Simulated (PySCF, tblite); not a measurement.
# CH3B2F3: geometry, infrared bands, NMR shifts and spin-spin couplings

Aim: predict the infrared bands, NMR shifts and spin-spin couplings of CH3B2F3 (`FBCB(F)F`).

Computed with tblite 0.8.0 and PySCF 2.14.0, with density-fitted response routines of our own, on a single molecule in the gas phase. Atoms count from 0, in the outputs and in this text.

### 1 Starting geometry

9 atoms, charge 0, multiplicity 1; geometry from: force field or distance geometry start.

Bonds of the start (Å): F0–B1 1.43, B1–C2 1.60, C2–B3 1.60, B3–F4 1.43, B3–F5 1.45, B1–H6 1.19, C2–H7 1.11, C2–H8 1.12.

### 2 Relaxing the molecule with GFN2-xTB

Job settings and geometry (Å):

```
{"job": {"kind": "relax", "xc": "GFN2-xTB", "basis": "xTB"}, "charge": 0, "multiplicity": 1}
F     -1.639400     1.515600    -0.189400
B     -1.287600     0.133400    -0.123600
C      0.014500    -0.414400     0.635100
B      1.302000     0.169800    -0.112700
F      1.441600     1.564600    -0.410200
F      1.906300    -0.745600    -1.067800
H     -1.746700    -0.566200    -0.965700
H      0.012700    -0.126900     1.705300
H      0.010100    -1.524200     0.503800
```

Launch:

```bash
$ OMP_NUM_THREADS=1 python probes_run.py task.json out
```

One launch serves the whole session: the jobs run in the order shown.

**Question.** This job is followed by: GFN2-xTB harmonic vibrations, gas phase; GIAO PBE0/pcSseg-1 NMR shielding, non-relativistic, gas phase; B3LYP/pcJ-1 indirect spin-spin coupling, non-relativistic, gas phase. What will the session give for the following? strongest single infrared mode (GFN2-xTB); zero-point energy (GFN2-xTB); ¹³C shifts against TMS (PBE0/pcSseg-1); ¹H shifts against TMS (PBE0/pcSseg-1, means over atoms taken as alike); ¹⁹F shifts against CFCl3 (PBE0/pcSseg-1, means over atoms taken as alike); ¹¹B shifts against BF3·OEt2 (PBE0/pcSseg-1); largest coupling of the table (B3LYP/pcJ-1).

As calculated:

```
                                                                 quantity                     value
                                strongest single infrared mode (GFN2-xTB)     1244 cm⁻¹, 596 km/mol
                                             zero-point energy (GFN2-xTB)             31.8 kcal/mol
                                   ¹³C shifts against TMS (PBE0/pcSseg-1)                  18.9 ppm
   ¹H shifts against TMS (PBE0/pcSseg-1, means over atoms taken as alike)            5.60, 1.39 ppm
¹⁹F shifts against CFCl3 (PBE0/pcSseg-1, means over atoms taken as alike)            7.5, -59.1 ppm
                              ¹¹B shifts against BF3·OEt2 (PBE0/pcSseg-1)            54.6, 26.5 ppm
                              largest coupling of the table (B3LYP/pcJ-1)  ²J(F,F) F4–F5, -207.4 Hz
```

What this shows: The optimisation took 55 steps and gained 1.156 eV; among the close pairs (by a distance rule), B3–F5 changed most, from 1.454 to 1.318 Å. All 21 modes are real, so the xTB geometry is a minimum. The strongest single mode, at 1244 cm⁻¹, moves mainly B3. GFN2-xTB is a fitted tight-binding method: band positions and strengths are rough. Its intensities can rank the bands wrongly. At PBE0/pcSseg-1: Shielding is most anisotropic at F0 (span 509 ppm, paramagnetic term -304 ppm). Of the pairs tabulated at B3LYP/pcJ-1, F4–F5 couples most strongly (-207.4 Hz; Fermi contact 57.3 Hz). Couplings across rotatable bonds belong to this one conformer; where others are populated, the observed values are averages. Density functionals describe couplings to fluorine poorly, F–F couplings above all, so those rows are rough.
